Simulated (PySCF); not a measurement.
# CeH6N (Ce(H)3(NH3)+): the cost of one run

Program: PySCF 2.14.0. Level of theory: PBE0, Ce def2-SVP with ECP28, H def2-SVP, N def2-SVP; scalar-relativistic core potentials, no spin–orbit coupling. These are calculated values, not measurements.

1 further run of the same task is left out (for a known fault of the program).

## Step 1: The system as given

8 atoms, charge 1, spin multiplicity 1.

Bond lengths: Ce1–H2 2.148 Å, Ce1–H3 2.148 Å, Ce1–H4 2.148 Å, Ce1–N5 2.467 Å, N5–H6 1.020 Å, N5–H7 1.020 Å, N5–H8 1.020 Å. Angles: H2–Ce1–H3 109.5°, H2–Ce1–H4 109.5°, H2–Ce1–N5 109.5°, H3–Ce1–H4 109.5°, H3–Ce1–N5 109.5°, H4–Ce1–N5 109.5°, Ce1–N5–H6 113.0°, Ce1–N5–H7 113.0°, Ce1–N5–H8 113.0°, H6–N5–H7 105.8°, H6–N5–H8 105.8°, H7–N5–H8 105.8°.

As a file:

```xyz
8

Ce    0.0000    0.0000    0.0000
H     1.2399    1.2399    1.2399
H    -1.2399   -1.2399    1.2399
H     1.2399   -1.2399   -1.2399
N    -1.4246    1.4246   -1.4246
H    -2.0378    2.0378   -0.8875
H    -0.8875    2.0378   -2.0378
H    -2.0378    0.8875   -2.0378
```

Formal oxidation states: Ce +4.

## Step 2: SCF at the start, singlet

File run.py (the lines that set the calculation):

```python
mol = gto.M(atom='''
Ce     0.00000     0.00000     0.00000
H      1.23990     1.23990     1.23990
H     -1.23990    -1.23990     1.23990
H      1.23990    -1.23990    -1.23990
N     -1.42460     1.42460    -1.42460
H     -2.03780     2.03780    -0.88750
H     -0.88750     2.03780    -2.03780
H     -2.03780     0.88750    -2.03780''',
    basis={'Ce': 'def2-SVP', 'H': 'def2-SVP', 'N': 'def2-SVP'},
    ecp={'Ce': 'def2-SVP'},
    charge=1, spin=0)
mf = dft.RKS(mol, xc='PBE0')
mf.grids.atom_grid = (50, 194)  # f atoms: unpruned, at least (60, 302)
mf = mf.density_fit()  # fitting sets: Ce def2-universal-JKFIT, H def2-universal-JKFIT, N def2-universal-JKFIT
mf.conv_tol = 1e-08; mf.max_cycle = 55
mf.kernel(dm0)  # dm0: free metal ions and neutral atoms
```

The run is started by

```
$ OMP_NUM_THREADS=2 python run.py
```

**Question.** How long does this run take on 2 threads of AMD EPYC 7R43 (Zen 3), shared host, and how much memory does it need?

About 8.1 s, with a peak of 0.66 GiB.
